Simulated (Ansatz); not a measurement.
**Bi2W (CdI2 type): how the settings move a relaxation**

Aim: see which settings change the result for Bi2W (CdI2 type), by how much, and at what cost.

Program: Ansatz 0.2.0. Level of theory: reference: DFT, PBE, PAW with Ansatz's default frozen-core files, scalar-relativistic. These are calculated values, not measurements.

## (1) The structure to begin with

It takes space group P-3m1 (No. 164, trigonal). The conventional cell has a = 4.165 Å, b = 4.165 Å, c = 6.664 Å, α = 90.00°, β = 90.00°, γ = 120.00°. W (site symmetry -3m) is surrounded by 6 Bi at 2.93 Å. Bi (site symmetry 3m) is surrounded by 3 W at 2.93 Å.

Coordinates:

```
W Bi
1.0
     4.16498    0.00000    0.00000
    -2.08249    3.60698    0.00000
     0.00000    0.00000    6.66397
W Bi
1 2
Direct
  0.00000 0.00000 0.00000
  0.33333 0.66667 0.25000
  0.66667 0.33333 0.75000
```

## (2) The reference run

Input file input.yaml:

```yaml
crystal:
  lattice:
    - [4.1649823397, 0.0, 0.0]
    - [-2.0824911699, 3.6069805125, 0.0]
    - [0.0, 0.0, 6.6639717436]
  atoms:
    - { symbol: W, position: [0.0, 0.0, 0.0] }
    - { symbol: Bi, position: [0.3333333333, 0.6666666667, 0.25] }
    - { symbol: Bi, position: [0.6666666667, 0.3333333333, 0.75] }
kpoints:
  mp_grid: { grid: [9, 9, 5] }
scf:
  occupations: { method: fermi_dirac, width: 0.03 }
hamiltonian:
  xc: pbe
  pseudopotentials: { kind: paw }
output:
  forces: true
  stress: true
relax:
  f_tol: 0.005
  max_steps: 80
  cell: {}
```

Started as:

```sh
$ ansatz run input.yaml --threads 1 --pin off --max-ram 3072MiB --backend cpu --events-out ev --progress --plain --runs-dir out
```

## (3) Changing settings: eigensolver.kind davidson, ecutwfc 51.4 Ry

Edit input.yaml of step 2 so:

```diff
@@ -13,2 +13,3 @@
   occupations: { method: fermi_dirac, width: 0.03 }
+  eigensolver: { kind: davidson }
 hamiltonian:
@@ -19,2 +20,6 @@
   stress: true
+  write_density: true
+  write_potential: true
+  elf: true
+  volumetric_format: npy
 relax:
@@ -23 +28,3 @@
   cell: {}
+basis:
+  ecutwfc: "51.4 Ry"
```

**Question.** What will these runs give? Wanted: for each run, ending; energy change; pressure; gap; force.

**Answer**, as computed:

```tsv
run	ending	energy change	pressure (GPa)	gap (eV)	force (eV/Å)	cycles	time
reference	converged	0	0.0	0.00	0.00	92	85 s
1: eigensolver.kind davidson, ecutwfc 51.4 Ry	converged	-1.4 meV/atom	0.0	0.00	0.00	82	3.6 min
```

Times don't compare one to one where runs were asked for different outputs or read a saved state (see the inputs); cycles may leave out searches for a lower state.

What this shows: Changing the solver and cutoff moves the energy by -1.4 meV/atom.
